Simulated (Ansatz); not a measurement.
# GeH₄OS₂: how energies converge with the basis set

How large a basis does GeH₄OS₂ need? Two functionals are run in growing sets.

The runs use Ansatz 0.2.0, Gaussian basis; one geometry, several basis sets.

Levels to be run: PBE0-D4/def2-SVP; ωB97M-V/def2-SVP; PBE0-D4/def2-QZVPP; ωB97M-V/def2-QZVPP; the functionals' def2-TZVPP values are taken from earlier runs.

## Step 1: The geometry

All runs share one geometry, relaxed beforehand with PBE0-D4 in a triple-zeta def2 set.

8 atoms, charge 0, spin multiplicity 1.

Atoms are counted from 1 here; the program's logs count them from 0.

Bond lengths: O1–Ge2 1.774 Å, O1–H5 0.961 Å, Ge2–S3 2.235 Å, Ge2–H6 1.532 Å, Ge2–H7 1.537 Å, S3–S4 2.062 Å, S4–H8 1.347 Å. Angles: Ge2–O1–H5 111.2°, O1–Ge2–S3 109.7°, O1–Ge2–H6 106.1°, O1–Ge2–H7 109.5°, S3–Ge2–H6 108.2°, S3–Ge2–H7 108.2°, H6–Ge2–H7 115.0°, Ge2–S3–S4 96.9°, S3–S4–H8 97.9°.

## Step 2: PBE0-D4 in def2-SVP

in.yaml reads:

```yaml
crystal:
  periodic: [false, false, false]
  atoms:
    - {symbol: O, position_ang: [-1.184290, 1.107069, -0.049112]}
    - {symbol: Ge, position_ang: [0.566533, 0.908220, 0.154915]}
    - {symbol: S, position_ang: [0.998762, -1.102841, 1.028275]}
    - {symbol: S, position_ang: [0.099702, -2.215367, -0.456628]}
    - {symbol: H, position_ang: [-1.513581, 0.565570, -0.771351]}
    - {symbol: H, position_ang: [0.999159, 1.973283, 1.167639]}
    - {symbol: H, position_ang: [1.256062, 0.995759, -1.216243]}
    - {symbol: H, position_ang: [-1.130148, -2.288794, 0.086804]}
basis:
  gaussian: {orbitals: def2-SVP}
hamiltonian: {xc: pbe0, dispersion: d4}
output: {orbitals: {seedname: orbitals}}
```

After this run come: ωB97M-V in def2-SVP; PBE0-D4 in def2-QZVPP; ωB97M-V in def2-QZVPP.

Q: Predict the results of all the runs planned. Wanted: PBE0-D4: double and triple zeta above quadruple; ωB97M-V: double and triple zeta above quadruple.

As calculated:

```
                                       quantity           value
PBE0-D4: double and triple zeta above quadruple  19.56, 2.02 eV
ωB97M-V: double and triple zeta above quadruple  19.47, 1.95 eV
```

**Reading.** PBE0-D4 gains 17.54 eV from double to triple zeta, then 2.02 eV more. Total energies overstate the basis error of differences, where much of it tends to cancel. The LUMO of ωB97M-V is positive and keeps falling with the basis (1.29 to 0.62 eV): an unbound level that the basis holds in place.
